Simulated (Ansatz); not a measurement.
# BeCd: the cost of one run

Computed with Ansatz 0.2.0 (DFT PBE, scalar-relativistic, plane waves, PAW, unless a step's input says otherwise).

## (1) The system as given

Symmetry: Pm-3m, No. 221, cubic system. The conventional cell has a = 3.184 Å, b = 3.184 Å, c = 3.184 Å, α = 90.00°, β = 90.00°, γ = 90.00°. Be (site symmetry m-3m) has 8 Cd at 2.76 Å as nearest neighbours. Cd (site symmetry m-3m) is surrounded by 8 Be at 2.76 Å.

Coordinates:

```
CELL_PARAMETERS angstrom
3.18421 0.00000 0.00000
0.00000 3.18421 0.00000
0.00000 0.00000 3.18421
ATOMIC_POSITIONS crystal
Be 0.00000 0.00000 0.00000
Cd 0.50000 0.50000 0.50000
```

(A quick probe on a coarse mesh, which set the mesh and smearing, is not shown.)

## (3) Full relaxation

input.yaml reads:

```yaml
crystal:
  lattice:
    - [3.18420762, 0.0, 0.0]
    - [0.0, 3.18420762, 0.0]
    - [0.0, 0.0, 3.18420762]
  atoms:
    - { symbol: Be, position: [0.0, 0.0, 0.0] }
    - { symbol: Cd, position: [0.5, 0.5, 0.5] }
basis:
  ecutwfc: 420
kpoints:
  mp_grid: { grid: [18, 18, 18] }
hamiltonian:
  xc: pbe
scf:
  occupations: { method: gaussian, width: 0.1 }
output:
  forces: true
  stress: true
  eigenvalues: true
  write_density: true
  write_potential: true
  elf: true
  volumetric_format: npy
relax:
  adjacent_minimum: "off"
  f_tol: 0.01
  max_steps: 80
  cell: { stress_tol: 0.05 }
```

Run with:

```bash
> ansatz run input.yaml --threads 1 --pin off --max-ram 2560MiB --backend cpu --events-out ev --progress --plain --runs-dir out
```

Q: Estimate wall time and peak memory on 1 thread of Intel Xeon at 2.70GHz, shared host.

About 28 s, with a peak of 0.42 GiB.
